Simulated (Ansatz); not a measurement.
# ScMnSiNiRh: the cost of one run

All numbers below are computed with Ansatz 0.2.0 (DFT PBE, scalar-relativistic, plane waves, PAW).

### Step 1. The system as given

The cell holds 20 atoms (Mn4Ni4Rh4Sc4Si4): a = 6.615 Å, b = 6.615 Å, c = 7.423 Å, α = 76.09°, β = 76.09°, γ = 85.46°.

The sites of an ideal hcp lattice, at a guessed lattice constant, take 4 Si, 4 Rh, 4 Ni, 4 Sc, 4 Mn (sublattices apart by semicolons), with a shake of 0.02 Å. Warren-Cowley parameters of the first shell (negative: unlike neighbours preferred): Mn-Ni +0.06, Mn-Rh -0.15, Mn-Sc +0.06, Mn-Si +0.06, Ni-Rh -0.04, Ni-Sc -0.04. In a cell this small the draw can fall short of the order aimed at.

Structure file:

```xyz
20
Lattice="4.2084 -2.4297 -4.4889 4.2084 -2.4297 4.4889 -1.4028 -7.2891 0.0000" Properties=species:S:1:pos:R:3 pbc="T T T"
Si    4.1967   -5.6887   -3.3939
Si    2.8032   -3.2142    1.1385
Si    1.3745   -0.8458    1.1364
Si    4.2378   -8.9128   -1.1156
Sc    1.4350   -5.6605    1.1160
Sc    4.1664   -5.6539    1.1105
Sc    5.5982   -3.2654    1.0936
Sc    2.7818   -8.1065    1.1317
Mn    6.9923   -5.6876    1.1206
Mn    2.7991   -6.4921    3.3353
Mn    1.3702   -4.0816   -1.1155
Mn    4.1970   -4.0288    3.3634
Ni    5.5892   -8.1038    1.0968
Ni    2.7727   -6.4882   -1.1062
Ni    4.2333   -4.0558   -1.1276
Ni    2.7822   -1.6176   -1.1268
Rh    2.7739   -8.0737   -3.3570
Rh    5.5943   -6.4759   -1.0993
Rh    5.6222  -11.3384   -1.1295
Rh   -0.0308   -6.5185   -1.1071
```

### Step 2. Relaxation without symmetry, coarse mesh

A cheap relaxation: coarse mesh, no symmetry, loose thresholds.

input.yaml reads:

```yaml
crystal:
  lattice:
    - [4.20837918, -2.42970884, -4.4889378]
    - [4.20837918, -2.42970884, 4.4889378]
    - [-1.40279306, -7.28912652, 0.0]
  atoms:
    - { symbol: Si, position: [0.9438475599, 0.1877896685, 0.4032172412] }
    - { symbol: Si, position: [0.2390817972, 0.4926982426, 0.1970325944] }
    - { symbol: Si, position: [0.0377987169, 0.2909586205, 0.0064433912] }
    - { symbol: Si, position: [0.760821982, 0.5122941272, 0.7983859152] }
    - { symbol: Sc, position: [0.1456211248, 0.3942364591, 0.5966142256] }
    - { symbol: Sc, position: [0.4381670312, 0.6855472796, 0.4010885881] }
    - { symbol: Sc, position: [0.5439957142, 0.7876200798, 0.0041138683] }
    - { symbol: Sc, position: [0.3382264111, 0.5903317079, 0.8026128362] }
    - { symbol: Mn, position: [0.7399044114, 0.9895453661, 0.2037993902], spin: -4.0 }
    - { symbol: Mn, position: [0.0614011416, 0.8044010653, 0.6020510913], spin: -4.0 }
    - { symbol: Mn, position: [0.354753901, 0.1062572684, 0.4062830392], spin: 4.0 }
    - { symbol: Mn, position: [0.1570607152, 0.9063230899, 0.1982552933], spin: 4.0 }
    - { symbol: Ni, position: [0.6422457052, 0.8865792284, 0.6021610209], spin: 2.0 }
    - { symbol: Ni, position: [0.5532092568, 0.3067817544, 0.6034500821], spin: 2.0 }
    - { symbol: Ni, position: [0.6617246419, 0.4105259176, 0.1989981848], spin: 2.0 }
    - { symbol: Ni, position: [0.4562871649, 0.2052767571, 0.0013923907], spin: 2.0 }
    - { symbol: Rh, position: [0.8366736152, 0.0888345552, 0.7991320552] }
    - { symbol: Rh, position: [0.8539118483, 0.6090138328, 0.4007845132] }
    - { symbol: Rh, position: [0.9603237394, 0.7086969062, 0.9991764443] }
    - { symbol: Rh, position: [0.2541629443, 0.007526191, 0.8070414142] }
  symmetry: { detect: false }
basis:
  ecutwfc: 420
kpoints:
  mp_grid: { grid: [2, 2, 2], shift: [0.5, 0.5, 0.5] }
hamiltonian:
  xc: pbe
scf:
  occupations: { method: gaussian, width: 0.1 }
  lower_state_search: "off"
output:
  forces: true
  stress: true
  eigenvalues: true
  populations: true
magnetization:
  spin_polarized: true
relax:
  adjacent_minimum: "off"
  f_tol: 0.04
  max_steps: 50
  cell: { stress_tol: 0.3 }
```

Launch:

```
$ ansatz run input.yaml --threads 4 --pin off --max-ram 9216MiB --backend cpu --events-out ev --progress --plain --runs-dir out
```

**Question.** How long does this run take on 4 threads of Arm Neoverse V1, shared host, and how much memory does it need?

About 14 min, with a peak of 1.5 GiB.
